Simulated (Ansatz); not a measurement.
Crystal: CsLiCr2Te2S3.

```
CELL_PARAMETERS angstrom
3.42162 -5.18069 0.00784
3.42162 5.18069 0.00784
-2.90411 0.00000 7.43093
ATOMIC_POSITIONS crystal
Cs 0.09374 0.09374 0.00853
Li 0.58875 0.58875 0.55336
Cr 0.05646 0.46755 0.55790
Cr 0.46755 0.05646 0.55790
Te 0.56486 0.87357 0.29035
Te 0.87357 0.56486 0.29035
S 0.81151 0.39697 0.73347
S 0.39697 0.81151 0.73347
S 0.21404 0.21404 0.48371
```

The cell was built by a generator and needn't be a form met in nature.

Base run:

```yaml
Program: Ansatz 0.2.0
Functional: PBE
Potentials_or_basis: Ansatz PAW
Cutoff: 420 eV
Density_cutoff: 1680 eV
k_mesh: 5 × 5 × 4
Occupations: fermi-dirac, width 0.05 eV
Spin: collinear spin, ferromagnetic start
Starting_moments: "[0.0, 0.0, 3.0, 3.0, 0.0, 0.0, 0.0, 0.0, 0.0] μB"
Hubbard_terms: Cr d U = 6 eV
```

Its results: band gap on the k mesh none (metal or under the smearing width); pressure 5.0 GPa; net moment 5.97 μB per cell; site moments Cs -0.00; Li -0.00; Cr +3.16; Te -0.11; S -0.30, -0.29 μB; largest force 2.639 eV/Å.

Q: The run is repeated on the same cell with these changes: hubbard terms from Cr d U = 6 eV to Cr d U = 2 eV. What comes out?

A: Band gap on the k mesh none (metal or under the smearing width); pressure 1.8 GPa; net moment 4.72 μB per cell; site moments Cs -0.00; Li -0.00; Cr +2.54; Te -0.17; S -0.14 μB; largest force 0.825 eV/Å.

Caveats: the magnetic or orbital state may not be the lowest; only a ferromagnetic start was run, and an antiferromagnetic order may lie lower in energy; the density of states is complete only up to the lowest level of the last band computed; forces of over 1 eV/Å show positions far from the minimum, so gaps and moduli don't describe the material at rest (some runs).

Not every run made on this cell is shown here.
